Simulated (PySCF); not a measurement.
**C6H4O2: electronic structure in real space**

For C6H4O2, the scripts below compute its lowest excited states, localise its valence orbitals and see where an electron leaves and enters.

Method: levels as typed in each script, gas phase, geometry from GFN2-xTB; program: PySCF 2.14.0.

## (1) The starting structure

SMILES `O=C1C=CC(=O)C=C1`, 12 atoms, charge 0, spin multiplicity 1.

Bond lengths: O1–C2 1.214 Å, C2–C3 1.477 Å, C2–C8 1.477 Å, C3–C4 1.335 Å, C3–H9 1.081 Å, C4–C5 1.477 Å, C4–H10 1.081 Å, C5–O6 1.214 Å, C5–C7 1.477 Å, C7–C8 1.335 Å, C7–H11 1.081 Å, C8–H12 1.081 Å. Angles: O1–C2–C3 122.2°, O1–C2–C8 122.2°, C3–C2–C8 115.6°, C2–C3–C4 122.2°, C2–C3–H9 115.8°, C4–C3–H9 122.0°, C3–C4–C5 122.2°, C3–C4–H10 122.0°, C5–C4–H10 115.8°, C4–C5–O6 122.2°, C4–C5–C7 115.6°, O6–C5–C7 122.2°, C5–C7–C8 122.2°, C5–C7–H11 115.8°, C8–C7–H11 122.0°, C2–C8–C7 122.2°, C2–C8–H12 115.8°, C7–C8–H12 122.0°.

As a file:

```xyz
12
charge 0, multiplicity 1
O     2.6682    0.0000    0.0000
C     1.4541    0.0000    0.0000
C     0.6673    1.2495    0.0000
C    -0.6673    1.2495    0.0000
C    -1.4541    0.0000    0.0000
O    -2.6682    0.0000    0.0000
C    -0.6673   -1.2495    0.0000
C     0.6673   -1.2495    0.0000
H     1.2407    2.1662    0.0000
H    -1.2407    2.1662    0.0000
H    -1.2407   -2.1662    0.0000
H     1.2407   -2.1662    0.0000
```

## (2) Excited states (PBE0/6-31+g*)

Input file input.py:

```python
import numpy as np
from pyscf import gto, scf, dft, tdscf
from pyscf.scf import atom_ks, atom_hf
from scipy.linalg import block_diag

def solve(mol, dm0=None, hcore=None):
    mf = (dft.UKS if mol.spin else dft.RKS)(mol, xc='pbe0')
    mf.grids.level = 3
    mf = mf.density_fit(auxbasis='def2-universal-jkfit')
    mf.conv_tol, mf.max_cycle = 1e-8, 80
    if hcore is not None:
        mf.get_hcore = lambda *args: hcore
    mf.kernel(dm0)
    if not mf.converged:
        mf = mf.newton().run(mf.mo_coeff, mf.mo_occ, max_cycle=30)
    assert mf.converged, 'SCF not converged'
    return mf

mol = gto.M(atom='''
O      2.66824     0.00001     0.00000
C      1.45405    -0.00001     0.00000
C      0.66730     1.24950     0.00000
C     -0.66730     1.24950     0.00000
C     -1.45405    -0.00001     0.00000
O     -2.66824     0.00001     0.00000
C     -0.66730    -1.24950     0.00000
C      0.66730    -1.24950     0.00000
H      1.24074     2.16624     0.00000
H     -1.24074     2.16624     0.00000
H     -1.24074    -2.16624     0.00000
H      1.24074    -2.16624     0.00000
''', basis='6-31+g*', charge=0, spin=0, verbose=4)
mf = solve(mol)
td = mf.TDA()
td.nstates, td.singlet, td.conv_tol = 5, True, 1e-5
td.kernel()
td.analyze()
x, y = np.array([p[0] for p in td.xy]), np.array([p[1] + 0 * p[0] for p in td.xy])
f, mu = td.oscillator_strength(), td.transition_dipole()
nto = [td.get_nto(state=i + 1, verbose=4) for i in range(len(td.e))]
# spherically averaged free atoms, for the promolecule
atm = atom_ks.get_atm_nrks(mol, xc='pbe0')
pro = block_diag(*[(atm[a[0]][2] * atm[a[0]][3]) @ atm[a[0]][2].T for a in mol._atom])
np.savez('result.npz', e=td.e, f=f, ok=td.converged, w=[n[0] for n in nto], nto=[n[1] for n in nto], x=x, y=y, c=mf.mo_coeff, occ=mf.mo_occ, eps=mf.mo_energy, pro=pro, mu=mu)
```

Started as:

```bash
$ OMP_NUM_THREADS=1 python input.py
```

## (4) Localised orbitals (M06-2X/def2-svpd)

Input file input.py:

```python
import numpy as np
from pyscf import gto, scf, dft, lo
from pyscf.data.elements import chemcore

def solve(mol, dm0=None, hcore=None):
    mf = (dft.UKS if mol.spin else dft.RKS)(mol, xc='m062x')
    mf.grids.level = 3
    mf = mf.density_fit(auxbasis='def2-universal-jkfit')
    mf.conv_tol, mf.max_cycle = 1e-8, 80
    if hcore is not None:
        mf.get_hcore = lambda *args: hcore
    mf.kernel(dm0)
    if not mf.converged:
        mf = mf.newton().run(mf.mo_coeff, mf.mo_occ, max_cycle=30)
    assert mf.converged, 'SCF not converged'
    return mf

mol = gto.M(atom='''
O      2.66824     0.00001     0.00000
C      1.45405    -0.00001     0.00000
C      0.66730     1.24950     0.00000
C     -0.66730     1.24950     0.00000
C     -1.45405    -0.00001     0.00000
O     -2.66824     0.00001     0.00000
C     -0.66730    -1.24950     0.00000
C      0.66730    -1.24950     0.00000
H      1.24074     2.16624     0.00000
H     -1.24074     2.16624     0.00000
H     -1.24074    -2.16624     0.00000
H      1.24074    -2.16624     0.00000
''', basis='def2-svpd', charge=0, spin=0, verbose=4)
mf = solve(mol)
occ_all = mf.mo_coeff[:, mf.mo_occ > 0]
occ = occ_all[:, chemcore(mol):]
loc = lo.ibo.ibo(mol, occ, iaos=lo.iao.iao(mol, occ_all))
fock, s = mf.get_fock(), mf.get_ovlp()
ortho = lo.orth_ao(mol, 'meta_lowdin')
ortho = lo.vec_lowdin(lo.iao.iao(mol, occ_all), s)
labels = lo.iao.reference_mol(mol).ao_labels(fmt=None)
vir = lo.vvo.livvo(mol, occ_all, mf.mo_coeff[:, mf.mo_occ == 0])
both = np.hstack([loc, vir])
p = (ortho.T @ s @ both) ** 2
pop = np.array([p[[l[0] == a for l in labels]].sum(0) for a in range(mol.natm)])
spd = np.array([[p[[l[0] == a and l[2][-1] == k for l in labels]].sum(0) for k in 'spd'] for a in range(mol.natm)])
eps = np.einsum('pi,pq,qi->i', both, fock, both)
for i in np.argsort(eps):
    top = np.argsort(-pop[:, i])[:3]
    print('%3d %s %9.4f Eh ' % (i + 1, 'occ' if i < loc.shape[1] else 'vir', eps[i]), '  '.join('%s%d %.3f' % (mol.atom_symbol(a), a + 1, pop[a, i]) for a in top))
np.savez('result.npz', c=both, nocc=loc.shape[1], pop=pop, spd=spd, eps=eps, e=mf.e_tot)
```

## (6) Removing and adding an electron (CAM-B3LYP/6-31+g*)

Input file input.py:

```python
import numpy as np
from pyscf import gto, scf, dft
from pyscf.scf import atom_ks, atom_hf
from scipy.linalg import block_diag

def solve(mol, dm0=None, hcore=None):
    mf = (dft.UKS if mol.spin else dft.RKS)(mol, xc='camb3lyp')
    mf.grids.level = 3
    mf = mf.density_fit(auxbasis='def2-universal-jkfit')
    mf.conv_tol, mf.max_cycle = 1e-8, 80
    if hcore is not None:
        mf.get_hcore = lambda *args: hcore
    mf.kernel(dm0)
    if not mf.converged:
        mf = mf.newton().run(mf.mo_coeff, mf.mo_occ, max_cycle=30)
    assert mf.converged, 'SCF not converged'
    return mf

mol = gto.M(atom='''
O      2.66824     0.00001     0.00000
C      1.45405    -0.00001     0.00000
C      0.66730     1.24950     0.00000
C     -0.66730     1.24950     0.00000
C     -1.45405    -0.00001     0.00000
O     -2.66824     0.00001     0.00000
C     -0.66730    -1.24950     0.00000
C      0.66730    -1.24950     0.00000
H      1.24074     2.16624     0.00000
H     -1.24074     2.16624     0.00000
H     -1.24074    -2.16624     0.00000
H      1.24074    -2.16624     0.00000
''', basis='6-31+g*', charge=0, spin=0, verbose=4)
mf = solve(mol)
out = dict(e0=mf.e_tot, dm0=mf.make_rdm1(), c=mf.mo_coeff, occ=mf.mo_occ, eps=mf.mo_energy)
for name, dq, spin in [('cation', 1, 1), ('anion', -1, 1)]:
    ion = mol.copy().set(charge=mol.charge + dq, spin=spin).build()
    mi = solve(ion)
    if spin and dq > 0 and mol.nao < 130:
        c, _, stable, _ = mi.stability(return_status=True)
        if not stable:
            mi = solve(ion, mi.make_rdm1(c, mi.mo_occ))
    print(name, 'vertical energy change / eV', (mi.e_tot - mf.e_tot) * 27.211386)
    out.update({'e_' + name: mi.e_tot, 'dm_' + name: mi.make_rdm1(), 's2_' + name: mi.spin_square()[0], 'eps_' + name: mi.mo_energy, 'occ_' + name: mi.mo_occ})
# spherically averaged free atoms, for the promolecule
atm = atom_ks.get_atm_nrks(mol, xc='camb3lyp')
pro = block_diag(*[(atm[a[0]][2] * atm[a[0]][3]) @ atm[a[0]][2].T for a in mol._atom])
np.savez('result.npz', pro=pro, **out)
```

(Steps that only read results are left out.)

Before running it: what results should come out? Wanted: lowest singlet excitation; vertical ionisation energy; vertical electron affinity.

The runs gave:

```
                                                   quantity     value
                   lowest singlet excitation (PBE0/6-31+g*)   2.57 eV
localised occupied orbitals above −45 eV (M06-2X/def2-svpd)        20
             vertical ionisation energy (CAM-B3LYP/6-31+g*)  10.45 eV
             vertical electron affinity (CAM-B3LYP/6-31+g*)   1.88 eV
```

The ionisation energy from two SCF runs, 10.45 eV, lies 1.0 eV above −ε(HOMO) = 9.49 eV of the same level, CAM-B3LYP/6-31+g*. The geometry was not optimised at these levels.
